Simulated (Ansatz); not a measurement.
# Cu3O2 (I4/mmm) in Ansatz: notebook, part 2 of 2

Ansatz 0.2.0. The steps go on from the part before.

## 3. Relaxation of cell and atoms, PBEsol, target pressure 10 GPa, at which the enthalpy is minimised

The input, input.yaml:

```yaml
crystal:
  lattice:
    - [-2.022982, 2.022982, 3.673617]
    - [2.022982, -2.022982, 3.673617]
    - [2.022982, 2.022982, -3.673617]
  atoms:
    - { symbol: Cu, position: [0.0, 0.0, 0.0] }
    - { symbol: Cu, position: [0.75, 0.25, 0.5] }
    - { symbol: Cu, position: [0.25, 0.75, 0.5] }
    - { symbol: O, position: [0.5, 0.0, 0.5] }
    - { symbol: O, position: [0.0, 0.5, 0.5] }
hamiltonian:
  xc: pbesol
  pseudopotentials: { kind: paw }
kpoints:
  mp_grid: { grid: [9, 9, 9] }
scf:
  occupations: { method: fermi_dirac, width: 0.05 }
output:
  forces: true
  stress: true
  eigenvalues: true
  write_density: true
  write_potential: true
  elf: true
  volumetric_format: npy
relax:
  f_tol: 0.01
  max_steps: 40
  cell: { stress_tol: 0.05, p_target: 10.0 }
```

Potentials or basis: Ansatz PAW.

Command:

```bash
$ ansatz run input.yaml --threads 2 --pin off --max-ram 5632MiB --backend cpu --events-out ev --progress --plain --runs-dir out
```

Standard output:

```text
Warning: RAYON_NUM_THREADS=2 ignored (pool sized by the plan → 2); use --threads N
Engine: ansatz 0.2.0, x86_64-unknown-linux-gnu
Pseudopotentials: kind: paw
Pseudopotential: Cu, paw, valence charge 19, recommended cutoff 420 eV (normal), Cu.paw.azcp
Pseudopotential: O, paw, valence charge 6, recommended cutoff 420 eV (normal), O.paw.azcp
Functional definition: PBEsol
  exchange = pbesol_x
  correlation = pbesol_c
Crystal: 5 atoms, lattice volume = 60.136 Å³
Basis set: ecut = 420 eV, 1209 PW (Γ), exchange–correlation on 64×64×64 points (8 copies of the dense FFT grid, shifted against one another)
Bands: 42, of which v1, the nominal top of the filled ones, is band 35 counted from 1 (34 counted from 0)
Symmetry: 16 space group operations
Space group: I4/mmm (ITA 139), of the structure as read, at distance tolerance 3.9e-5 Å
k-points: 75 of 729
Non-local potential: Cu, projectors of the file, l = 0: 3, l = 1: 2, l = 2: 3, l = 3: 1
Non-local potential: O, projectors of the file, l = 0: 2, l = 1: 2, l = 2: 1
PAW form: soft (Blöchl's): semilocal exchange-correlation on the pseudo side does not see the compensation charge
PAW frozen core: Cu, regenerated for the run's functional, and the local potential with it (the file was generated under x = pbe(κ = 0.804, μ = 0.2195149727645171), c = pbe(β = 0.06672455060314922))
PAW frozen core: O, regenerated for the run's functional, and the local potential with it (the file was generated under x = pbe(κ = 0.804, μ = 0.2195149727645171), c = pbe(β = 0.06672455060314922))
PAW one-centre angular grid: Cu, 590 points (default); XC on 64 Gauss nodes
PAW one-centre angular grid: O, 110 points (default); XC on 64 Gauss nodes
Initial density: superposition of atomic densities (neutral atoms: chi_scale 0, normalization atom), corrected by the library's trained network
Initial wavefunctions: pseudopotential atomic-orbital guess
Functional: x = pbesol(κ = 0.804, μ = 0.12345679012345678), c = pbesol(β = 0.046)
[... 109 lines left out ...]
  E_vxc        = -530.442440  (∫ρ·V_xc dr)
  E_paw        = -5183.596953  (= ΣΔE_a)
  E_vpaw       = -1418.080568  (= ΣTr[D̂ρ^β])
  E_aug_tail   = 0.005480  (compensation charges beyond the density's cutoff)
  E_ewald      = -9604.147055
  E_core_change = 0.689182  (= ΣΔE_core)
  E_smearing   = -0.014402  (= −TS)
  E_closure    = 0.000000  (closes the sum)
  Σ components = -20884.416862   (vs F -20884.416862, Δ=0.00e0)
--- Forces (eV/Å), atoms counted from 1 ---
  atom   1  Cu    -0.00000000     0.00000000     0.00000000
  atom   2  Cu     0.00000000    -0.00000000     0.00000000
  atom   3  Cu    -0.00000000    -0.00000000    -0.00000000
  atom   4  O     -0.00000000     0.00000000     0.00000000
  atom   5  O      0.00000000    -0.00000000     0.00000000
  max |Σ_I F_I| component: 6.94e-18 eV/Å
--- Stress (GPa, compression-positive) ---
        9.993847       0.000000       0.000000
        0.000000       9.993847      -0.000000
        0.000000      -0.000000       9.992854
  P = ⅓ Tr σ = 9.9935 GPa (99.935 kbar)
--- Band table (eV; the first three rows and the last of 75) ---
  k-point 0: bands = ["-100.0178", "-99.5469", "-99.5432", "-57.5665", "-57.5665", "-57.5182", "-57.2838", "-57.2824", "-56.9963", "-56.9963", "-56.9715", "-56.9715", "-7.3807", "-5.7592", "5.4203", "6.2278", "6.2278", "6.8536", "7.1365", "8.9630", "9.0977", "9.0977", "9.2002", "9.9841", "9.9855", "9.9855", "10.0045", "10.2474", "10.5004", "10.5004", "10.8205", "11.0567", "11.5687", "11.5687", "13.1163", "13.1825", "17.8035", "17.8035", "20.0847", "20.1720", "23.5712", "23.9492"]
  k-point 1: bands = ["-100.0178", "-99.5466", "-99.5435", "-57.5667", "-57.5665", "-57.5180", "-57.2839", "-57.2824", "-56.9965", "-56.9932", "-56.9747", "-56.9713", "-7.2915", "-5.8006", "5.3240", "5.9941", "6.2534", "6.8567", "7.2492", "8.6685", "9.1245", "9.1558", "9.2868", "9.4957", "9.5151", "10.0362", "10.4529", "10.4664", "10.4711", "10.5802", "10.9484", "11.1769", "11.6241", "11.6852", "12.9144", "13.3675", "16.6815", "18.3130", "20.4690", "21.2716", "24.0294", "24.1863"]
  k-point 2: bands = ["-100.0177", "-99.5461", "-99.5440", "-57.5673", "-57.5665", "-57.5174", "-57.2840", "-57.2824", "-56.9969", "-56.9853", "-56.9828", "-56.9707", "-7.0545", "-5.9024", "5.0883", "5.4321", "6.2414", "6.8712", "7.1816", "8.2202", "9.1361", "9.2913", "9.3082", "9.4510", "9.5188", "10.1636", "10.3071", "10.4337", "10.4988", "10.7100", "10.7385", "11.6606", "11.7600", "12.4096", "12.6327", "13.8099", "15.0764", "19.3295", "21.3476", "22.3991", "22.4096", "25.0727"]
  k-point 74: bands = ["-100.0177", "-99.5468", "-99.5433", "-57.5668", "-57.5667", "-57.5156", "-57.2866", "-57.2821", "-56.9953", "-56.9952", "-56.9724", "-56.9723", "-6.8880", "-6.1939", "4.0231", "6.5442", "6.8132", "8.0351", "8.0631", "8.5341", "8.6131", "8.7160", "8.7265", "8.9435", "9.3964", "9.7918", "10.1497", "10.3109", "10.5537", "10.6065", "10.7454", "10.9927", "11.2849", "12.1639", "12.1937", "16.6957", "17.3456", "18.3331", "19.2125", "20.5526", "23.9278", "25.9680"]
--- Relaxed structure (5 steps of the walk, 5 accepted, 2 SCFs on fresh bases) ---
  F+E_penalty+E_count = -20884.41686247 eV   max|allowed force component| = 7.980e-18 eV/Å   (the final SCF, on the basis selected at the relaxed cell)
  cell:  # Å, volume = 53.3171 Å³
    - [-1.9215975299591244, 1.9215975299591244, 3.609786568979445]
    - [1.9215975299591244, -1.9215975299591244, 3.609786568979445]
    - [1.9215975299591244, 1.9215975299591244, -3.609786568979445]
  atoms:
    - { symbol: Cu, position: [-5.950157812783416e-37, 1.5619164258556474e-35, 1.5024148477278132e-35] }
    - { symbol: Cu, position: [0.75, 0.25, 0.49999999999999994] }
    - { symbol: Cu, position: [0.25, 0.75, 0.49999999999999994] }
    - { symbol: O, position: [0.49999999999999994, -1.045090322644735e-34, 0.49999999999999994] }
    - { symbol: O, position: [-7.441474331864417e-35, 0.49999999999999994, 0.49999999999999994] }
```

It took 13 s on 2 threads of AMD EPYC 9R45 (Zen 5), shared host; peak memory 0.52 GiB.

Results:

| Item | Value |
| --- | --- |
| Free energy | -20884.4169 eV |
| Relaxed volume | 10.66 Å³/atom |
| Relaxed cell | a = 4.518 Å, b = 4.518 Å, c = 4.518 Å, α = 129.66°, β = 129.66°, γ = 73.95° |
| Space group after relaxing (to 0.05 Å) | I4/mmm (No. 139) |
| Energy change on relaxing (the enthalpy is what falls) | +11.3 meV/atom |
| Ionic steps | 7 |
| Pressure after relaxing | 10.0 GPa |
| Band gap on the k mesh | none (metal or under the smearing width) |

Step by step:
| step | energy change (eV) | largest force (eV/Å) | volume (Å³) |
| --- | --- | --- | --- |
| 1 | 0.0000 | 0.0000 | 60.14 |
| 2 | -0.0597 | 0.0000 | 56.29 |
| 3 | 0.0826 | 0.0000 | 52.72 |
| 4 | 0.0353 | 0.0000 | 53.44 |
| 5 | 0.0491 | 0.0000 | 53.44 |
| 6 | 0.0560 | 0.0000 | 53.32 |
| 7 | 0.0564 | 0.0000 | 53.32 |

Final structure:
```
CELL_PARAMETERS angstrom
-1.92160 1.92160 3.60979
1.92160 -1.92160 3.60979
1.92160 1.92160 -3.60979
ATOMIC_POSITIONS crystal
Cu 0.00000 0.00000 0.00000
Cu 0.75000 0.25000 0.50000
Cu 0.25000 0.75000 0.50000
O 0.50000 0.00000 0.50000
O 0.00000 0.50000 0.50000
```

Caveat: the plane-wave basis is chosen anew once the cell has moved, so the energies of steps on either side of that aren't comparable; the pressure holds a Pulay correction of +0.6 GPa for the finite cutoff; an odd number of electrons without spin polarisation forces a metal; a magnetic or distorted state may lie lower; the run has no spin polarisation, though such a crystal can be magnetic; semilocal functionals often make such compounds metallic where correlation or magnetic order opens a gap, which also shifts bond lengths; the PAW data sets come from PBE, with cores solved anew for the run's functional, which leaves a small shift of forces and pressure.

## 4. Relaxation of cell and atoms, PBEsol, target pressure 20 GPa, at which the enthalpy is minimised

input.yaml: that of step 3 with these lines changed.

```diff
@@ -22,6 +22,2 @@
   eigenvalues: true
-  write_density: true
-  write_potential: true
-  elf: true
-  volumetric_format: npy
 relax:
@@ -29,2 +25,2 @@
   max_steps: 40
-  cell: { stress_tol: 0.05, p_target: 10.0 }
+  cell: { stress_tol: 0.05, p_target: 20.0 }
```

Command:

```bash
$ ansatz run input.yaml --threads 2 --pin off --max-ram 5632MiB --backend cpu --events-out ev --progress --plain --runs-dir out
```

Run time: 14 s. Hardware: 2 threads of AMD EPYC 9R45 (Zen 5), shared host; peak memory 0.53 GiB.

The run converged. Its results:

* Free energy: -20884.1689 eV
* Relaxed volume: 10.12 Å³/atom
* Relaxed cell: a = 4.464 Å, b = 4.464 Å, c = 4.464 Å, α = 130.24°, β = 130.24°, γ = 73.03°
* Space group after relaxing (to 0.05 Å): I4/mmm (No. 139)
* Energy change on relaxing (the enthalpy is what falls): +60.9 meV/atom
* Ionic steps: 8
* Pressure after relaxing: 20.0 GPa
* Band gap on the k mesh: none (metal or under the smearing width)

The path:
| step | energy change (eV) | largest force (eV/Å) | volume (Å³) |
| --- | --- | --- | --- |
| 1 | 0.0000 | 0.0000 | 60.14 |
| 2 | 0.0116 | 0.0000 | 53.87 |
| 3 | 0.4332 | 0.0000 | 49.58 |
| 4 | 0.2717 | 0.0000 | 50.75 |
| 5 | 0.2742 | 0.0000 | 50.73 |
| 6 | 0.2906 | 0.0000 | 50.73 |
| 7 | 0.3040 | 0.0000 | 50.62 |
| 8 | 0.3044 | 0.0000 | 50.62 |

Final structure:
```yaml
crystal:
  lattice:
    - [-1.87812, 1.87812, 3.58766]
    - [1.87812, -1.87812, 3.58766]
    - [1.87812, 1.87812, -3.58766]
  atoms:
    - { symbol: Cu, position: [0.00000, 0.00000, 0.00000] }
    - { symbol: Cu, position: [0.75000, 0.25000, 0.50000] }
    - { symbol: Cu, position: [0.25000, 0.75000, 0.50000] }
    - { symbol: O, position: [0.50000, 0.00000, 0.50000] }
    - { symbol: O, position: [0.00000, 0.50000, 0.50000] }
```

Levels at points of the mesh, in eV from the Fermi level:
| k point | band 33 | band 34 | band 35 | band 36 | band 37 | band 38 |
| --- | --- | --- | --- | --- | --- | --- |
| (0.00, 0.00, 0.00) | -1.26 | -1.26 | 0.48 | 0.54 | 5.18 | 5.18 |

Caveat: the volume moved by over 15 % at a fixed basis, so the end points are rough; the plane-wave basis is chosen anew once the cell has moved, so the energies of steps on either side of that aren't comparable; the pressure holds a Pulay correction of +0.6 GPa for the finite cutoff; an odd number of electrons without spin polarisation forces a metal; a magnetic or distorted state may lie lower; the run has no spin polarisation, though such a crystal can be magnetic; semilocal functionals often make such compounds metallic where correlation or magnetic order opens a gap, which also shifts bond lengths; the PAW data sets come from PBE, with cores solved anew for the run's functional, which leaves a small shift of forces and pressure. With open d or f shells a metallic result of PBEsol can be an artefact of self-interaction; +U or a hybrid may open a gap.

## 5. Relaxation of cell and atoms, PBEsol, target pressure 30 GPa, at which the enthalpy is minimised

input.yaml: that of step 4 with these lines changed.

```diff
@@ -25,2 +25,2 @@
   max_steps: 40
-  cell: { stress_tol: 0.05, p_target: 20.0 }
+  cell: { stress_tol: 0.05, p_target: 30.0 }
```

Command:

```bash
$ ansatz run input.yaml --threads 2 --pin off --max-ram 5632MiB --backend cpu --events-out ev --progress --plain --runs-dir out
```

It took 13 s on 2 threads of AMD EPYC 9R45 (Zen 5), shared host; peak memory 0.52 GiB.

The run converged. Its results:

```yaml
Free_energy: -20883.8516 eV
Relaxed_volume: 9.71 Å³/atom
Relaxed_cell: a = 4.419 Å, b = 4.419 Å, c = 4.419 Å, α = 130.64°, β = 130.64°, γ = 72.39°
Space_group_after_relaxing_to_0.05_Å: I4/mmm (No. 139)
Energy_change_on_relaxing_the_enthalpy_is_what_falls: +124.3 meV/atom
Ionic_steps: 8
Pressure_after_relaxing: 30.0 GPa
Band_gap_on_the_k_mesh: none (metal or under the smearing width)
```

Step by step:
```tsv
step	energy change (eV)	largest force (eV/Å)	volume (Å³)
1	0.0000	0.0000	60.14
2	0.0501	0.0000	53.23
3	0.8458	0.0000	47.40
4	0.5785	0.0000	48.71
5	0.5855	0.0000	48.67
6	0.6033	0.0000	48.67
7	0.6213	0.0000	48.57
8	0.6217	0.0000	48.57
```

Final structure:
```xyz
5
Lattice="-1.8452 1.8452 3.5663 1.8452 -1.8452 3.5663 1.8452 1.8452 -3.5663" Properties=species:S:1:pos:R:3 pbc="T T T"
Cu    0.0000    0.0000    0.0000
Cu    0.0000    1.8452    1.7832
Cu    1.8452    0.0000    1.7832
O     0.0000    1.8452    0.0000
O     1.8452    0.0000    0.0000
```

Levels at points of the mesh, in eV from the Fermi level:
| k point | band 32 | band 33 | band 34 | band 35 | band 36 | band 37 | band 38 | band 39 |
| --- | --- | --- | --- | --- | --- | --- | --- | --- |
| (0.00, 0.00, 0.00) | -1.76 | -1.42 | -1.42 | 0.48 | 0.55 | 5.19 | 5.19 | 7.77 |

Caveat: the volume moved by over 15 % at a fixed basis, so the end points are rough; the plane-wave basis is chosen anew once the cell has moved, so the energies of steps on either side of that aren't comparable; the pressure holds a Pulay correction of +0.6 GPa for the finite cutoff; an odd number of electrons without spin polarisation forces a metal; a magnetic or distorted state may lie lower; the run has no spin polarisation, though such a crystal can be magnetic; semilocal functionals often make such compounds metallic where correlation or magnetic order opens a gap, which also shifts bond lengths; the PAW data sets come from PBE, with cores solved anew for the run's functional, which leaves a small shift of forces and pressure.

## 6. Overview

```tsv
cell	target pressure (GPa)	gap on the mesh (eV)	pressure (GPa)
relaxed to 5 GPa	5	none	5.0
relaxed to 10 GPa	10	none	10.0
relaxed to 20 GPa	20	none	20.0
relaxed to 30 GPa	30	none	30.0
```

Alike in all rows: task relaxation of cell and atoms; level PBEsol; potentials or basis Ansatz PAW; no spin polarisation; k mesh 9 × 9 × 9; cutoff (eV) 420; smearing fermi-dirac 0.05 eV.

Caveats: the plane-wave basis is chosen anew once the cell has moved, so the energies of steps on either side of that aren't comparable; an odd number of electrons without spin polarisation forces a metal; a magnetic or distorted state may lie lower; the run has no spin polarisation, though such a crystal can be magnetic; semilocal functionals often make such compounds metallic where correlation or magnetic order opens a gap, which also shifts bond lengths; the PAW data sets come from PBE, with cores solved anew for the run's functional, which leaves a small shift of forces and pressure; the volume moved by over 15 % at a fixed basis, so the end points are rough (some runs).

Total energies depend on the potentials used, so only differences within one code and one set of settings carry meaning.
